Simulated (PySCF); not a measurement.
# ZrCl₂: triplet, from a bent start

Aim: relax ZrCl₂ as a triplet from a bent start, check by its vibrations whether the end is a minimum, and collect its spectrum and constants.

Program: PySCF 2.14.0. Level of theory: PBE, basis Zr def2-TZVP with ECP28, Cl def2-TZVP, scalar-relativistic core potentials, no spin–orbit coupling, density fitting. These are calculated values, not measurements.

## 1. Starting geometry

3 atoms, charge 0, spin multiplicity 3.

Bond lengths: Zr1–Cl2 2.530 Å, Zr1–Cl3 2.530 Å. Angles: Cl2–Zr1–Cl3 110.0°.

Coordinates in bohr (charge 0 multiplicity 3):
```
Zr    0.0000    0.0000    0.0000
Cl    3.9165    0.0000    2.7422
Cl   -3.9165    0.0000    2.7422
```

## 2. The SCF at the typed geometry

One driver script runs all steps and calls PySCF; scf.py shows how it sets up the SCF of each step. The optimiser is the driver's own. After this first run the driver tries any further starts and a stability analysis.

Input file scf.py:

```python
from pyscf import gto, scf, dft
mol = gto.M(atom='''
Zr     0.000000     0.000000     0.000000
Cl     2.072500     0.000000     1.451100
Cl    -2.072500     0.000000     1.451100''',
    basis={'Zr': 'def2-TZVP', 'Cl': 'def2-TZVP'},
    ecp={'Zr': 'def2-TZVP'},
    charge=0, spin=2)
mf = dft.UKS(mol, xc='PBE')
mf.grids.atom_grid = (50, 194)
aux = {'Zr': 'def2-universal-JKFIT', 'Cl': 'def2-universal-JKFIT'}
mf = mf.density_fit(auxbasis=aux)
mf.conv_tol = 1e-08
mf.diis_space = 10
mf.max_cycle = 60
mf.init_guess = 'minao'
mf.verbose = 4
mf.kernel()
```

Launch:

```sh
$ OMP_NUM_THREADS=4 python axn.py task.json out
```

Further steps of the session: Relaxation: bent start, triplet; Frequencies.

Q: Predict the outcome of this session. Wanted: minimum; geometry; wavenumbers; dipole moment; highest occupied, lowest empty level; polar-tensor charge of Zr1; zero-point energy; atomisation energy; ⟨S²⟩.

**Answer**, as computed:

| quantity | value |
| --- | --- |
| minimum | triplet, C2v |
| geometry | Zr–Cl 2.347 Å (×2); Cl–Zr–Cl 137.5° |
| wavenumbers (cm⁻¹) | 57 (a1), 361 (a1), 401 (b2) |
| dipole moment | 1.75 D |
| highest occupied, lowest empty level (either spin) | -4.49, -3.85 eV |
| polar-tensor charge of Zr1 | +1.08 e |
| zero-point energy | 4.9 kJ/mol |
| entropy at 298.15 K | 314.4 J/(mol K) |
| atomisation energy (no zero-point energy) | 1017 kJ/mol |
| ⟨S²⟩ | 2.005 |

What this shows: The bent start keeps its C2v symmetry and ends in a minimum. The strongest infrared band lies at 401 cm⁻¹ (b2, stretch). Most of the spin sits on Zr1 (Mulliken spin 2.08, against 2 for the whole molecule). The first SCF alone would have been 9 kJ/mol too high. Only this shape and spin were tried, so other structures or states may lie lower. One determinant may miss the lowest occupation of an open d or f shell.
